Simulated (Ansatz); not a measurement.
# C2H7InSi: the cost of one run

Method: the settings change from run to run; program: Ansatz 0.2.0, Gaussian basis.

## 1. The geometry

An earlier PBE0-D4 in a triple-zeta def2 set relaxation fixed the geometry. In takes a core potential in def2 sets; no spin-orbit term is included.

11 atoms, charge 0, spin multiplicity 1.

Atoms are counted from 1 here; the program's logs count them from 0.

Bond lengths: C1–C2 1.338 Å, C1–H5 1.090 Å, C1–H6 1.092 Å, C2–Si3 1.855 Å, C2–In4 2.153 Å, Si3–H7 1.490 Å, Si3–H8 1.490 Å, Si3–H9 1.491 Å, In4–H10 1.728 Å, In4–H11 1.722 Å. Angles: C2–C1–H5 123.0°, C2–C1–H6 122.3°, H5–C1–H6 114.7°, C1–C2–Si3 120.7°, C1–C2–In4 116.7°, Si3–C2–In4 122.5°, C2–Si3–H7 110.3°, C2–Si3–H8 110.3°, C2–Si3–H9 111.2°, H7–Si3–H8 107.1°, H7–Si3–H9 108.9°, H8–Si3–H9 108.9°, C2–In4–H10 114.4°, C2–In4–H11 122.1°, H10–In4–H11 123.5°.

Geometry (Å):

```mol
C2H7InSi
  3D, bonds by distance, orders not assigned

 11 10  0  0  0  0  0  0  0  0999 V2000
   -0.5470    1.5075    0.1341 C   0  0
   -0.0861    0.2597   -0.0096 C   0  0
   -0.0433   -0.9069    1.4319 Si  0  0
    0.5893   -0.3031   -1.9746 In  0  0
   -0.5886    2.2239   -0.6868 H   0  0
   -0.9127    1.8884    1.0902 H   0  0
    1.3512   -1.3661    1.6839 H   0  0
   -0.8572   -2.1198    1.1401 H   0  0
   -0.5692   -0.2565    2.6665 H   0  0
    0.4613    0.9488   -3.1592 H   0  0
    1.2022   -1.8758   -2.3164 H   0  0
  1  2  8  0
  2  3  8  0
  2  4  8  0
  1  5  8  0
  1  6  8  0
  3  7  8  0
  3  8  8  0
  3  9  8  0
  4 10  8  0
  4 11  8  0
M  END
```

## 2. r2SCAN50/def2-TZVPD

Options: multiplicity 3, restricted open-shell orbitals, D4 dispersion.

Contents of in.yaml:

```yaml
crystal:
  periodic: [false, false, false]
  atoms:
    - {symbol: C, position_ang: [-0.546976, 1.507503, 0.134119]}
    - {symbol: C, position_ang: [-0.086094, 0.259714, -0.009631]}
    - {symbol: Si, position_ang: [-0.043271, -0.906866, 1.431880]}
    - {symbol: In, position_ang: [0.589314, -0.303143, -1.974620]}
    - {symbol: H, position_ang: [-0.588594, 2.223871, -0.686817]}
    - {symbol: H, position_ang: [-0.912722, 1.888432, 1.090166]}
    - {symbol: H, position_ang: [1.351229, -1.366141, 1.683924]}
    - {symbol: H, position_ang: [-0.857239, -2.119845, 1.140078]}
    - {symbol: H, position_ang: [-0.569184, -0.256461, 2.666482]}
    - {symbol: H, position_ang: [0.461311, 0.948752, -3.159210]}
    - {symbol: H, position_ang: [1.202234, -1.875805, -2.316370]}
basis:
  gaussian: {orbitals: def2-TZVPD}
magnetization: {spin_polarized: false, initial_magnetization: 2}
hamiltonian: {xc: {name: r2SCAN50}, dispersion: d4}
```

On the command line:

```
$ ansatz run in.yaml --threads 4 --pin off --events-out ev --progress --plain --max-ram 10444MiB
```

**Question.** How long does this run take on 4 threads of Arm Neoverse V2, shared host, and how much memory does it need?

About 61 s, with a peak of 1.5 GiB.
